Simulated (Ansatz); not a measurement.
# TaCuN2: the cost of one run

Method: DFT r2SCAN, scalar-relativistic, plane waves, PAW, in Ansatz 0.2.0.

2 further runs of the same task are left out: 2 that didn't finish.

## Step 1: The starting structure

It takes space group R-3m (No. 166, trigonal). The conventional cell has a = 3.136 Å, b = 3.136 Å, c = 17.438 Å, α = 90.00°, β = 90.00°, γ = 120.00°. Ta (site symmetry -3m) is surrounded by 6 N at 1.99 Å. Cu (site symmetry -3m) has 2 N at 2.08 Å as nearest neighbours. Around N (site symmetry 3m) lie 3 Ta at 1.99 Å and 1 Cu at 2.08 Å.

As a file:

```
Ta Cu N
1.0
     1.56800    0.90529    5.81267
    -1.56800    0.90529    5.81267
     0.00000   -1.81057    5.81267
Ta Cu N
1 1 2
Cartesian
  0.0000 0.0000 8.7190
  0.0000 0.0000 0.0000
  0.0000 0.0000 2.0751
  0.0000 0.0000 15.3629
```

Source of the structure: the Crystallography Open Database.

(A quick probe on a coarse mesh, which set the mesh and smearing, is not shown.)

## Step 3: A loose first relaxation

File input.yaml:

```yaml
crystal:
  lattice:
    - [1.5680009383, 0.9052857638, 5.81267]
    - [-1.5680009383, 0.9052857638, 5.81267]
    - [0.0, -1.8105715276, 5.81267]
  atoms:
    - { symbol: Ta, position: [0.5, 0.5, 0.5] }
    - { symbol: Cu, position: [0.0, 0.0, 0.0] }
    - { symbol: "N", position: [0.119, 0.119, 0.119] }
    - { symbol: "N", position: [0.881, 0.881, 0.881] }
basis:
  ecutwfc: 500
kpoints:
  mp_grid: { grid: [9, 9, 9] }
hamiltonian:
  xc: r2scan
scf:
  occupations: { method: gaussian, width: 0.1 }
output:
  forces: true
  stress: true
  eigenvalues: true
relax:
  adjacent_minimum: "off"
  f_tol: 0.05
  max_steps: 80
  cell: { stress_tol: 0.5 }
```

Run with:

```
ansatz run input.yaml --threads 1 --pin off --max-ram 2560MiB --backend cpu --events-out ev --progress --plain --runs-dir out
```

Q: Estimate wall time and peak memory on 1 thread of Intel Xeon Platinum 8375C at 2.90GHz (Ice Lake), shared host.

About 66 s, with a peak of 0.61 GiB.
